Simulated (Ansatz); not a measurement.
Predict the output of the script below (Ansatz's Python interface).

Input file `h4sn.xyz`:
```text
5

Sn    0.04080   -0.05110    0.00840
H     0.84840   -0.89510    1.23700
H    -1.63400    0.42280    0.56850
H    -0.08590   -0.99380   -1.43730
H     0.88050    1.44360   -0.41800
```

`adiabatic_h4sn.py`:
```python
"""How H4Sn relaxes after losing an electron."""

import logging
import sys

import ansatz as az
import numpy as np

logging.basicConfig(stream=sys.stdout, format="%(name)s: %(message)s")
logger = logging.getLogger("calc")
logger.setLevel(logging.INFO)

params = {
    "basis_set": "def2-SVP",
    "xc": "cam_b3lyp",
    "charge": 1,
}

mol = az.Crystal.molecule_from_extxyz("h4sn.xyz")

setup = mol.calculation().basis(gaussian=params["basis_set"]).functional(params["xc"])
symbols = [site.symbol for site in mol.cartesian_sites]
start = np.array([site.position_ang for site in mol.cartesian_sites], dtype=float)
rep = setup.relax(force_tolerance=0.01, max_steps=100).run(threads=1, backend="cpu").report
end = np.array(rep["positions_ang"])

minimum = az.Crystal.molecule()
for symbol, place in zip(symbols, end):
    minimum = minimum.atom(symbol, place.tolist())
ion = (
    minimum.calculation()
    .basis(gaussian=params["basis_set"])  # atom-centred Gaussian functions
    .functional(params["xc"])
    .charge(params["charge"])  # electrons removed from the neutral system
    .spin("collinear", total=1)  # spin-polarised run
)
vertical = ion.run(threads=1, backend="cpu").report
settled = ion.relax(force_tolerance=0.01, max_steps=80).run(threads=1, backend="cpu").report
logger.info(f"vertical ionisation energy   {vertical['free_energy_ev'] - rep['free_energy_ev']:.3f} eV")
logger.info(f"adiabatic, no zero point     {settled['free_energy_ev'] - rep['free_energy_ev']:.3f} eV")
logger.info(f"relaxation energy of the ion {vertical['free_energy_ev'] - settled['free_energy_ev']:.3f} eV")
ionised = np.array(settled["positions_ang"])
logger.info("final positions (A) and the move of each atom")
for symbol, xyz, old in zip(symbols, ionised, end):
    logger.info(f"{symbol:2s} {xyz[0]:10.5f} {xyz[1]:10.5f} {xyz[2]:10.5f}   {np.linalg.norm(xyz - old):7.4f}")
```

```console
$ python adiabatic_h4sn.py
calc: vertical ionisation energy   11.659 eV
calc: adiabatic, no zero point     10.631 eV
calc: relaxation energy of the ion 1.027 eV
calc: final positions (A) and the move of each atom
calc: Sn    0.31931    0.09060    0.14831    0.3623
calc: H     0.81583   -0.83355    1.45918    0.2457
calc: H    -1.48777    0.10221   -0.05485    0.6607
calc: H    -0.65374   -0.86581   -1.05387    0.6606
calc: H     1.05618    1.43295   -0.54017    0.2459
```

What to keep in mind:
- The energies are electronic: no zero-point or thermal terms, and the basis set is short of its limit. The product may relax into another structure. Each relaxation finds its nearest minimum, which needn't be the lowest.
- def2 sets replace the cores of elements past krypton by effective core potentials.
- Run time: 46 s on 1 thread of Arm Neoverse V1 (shared host), peak memory 0.2 GiB.
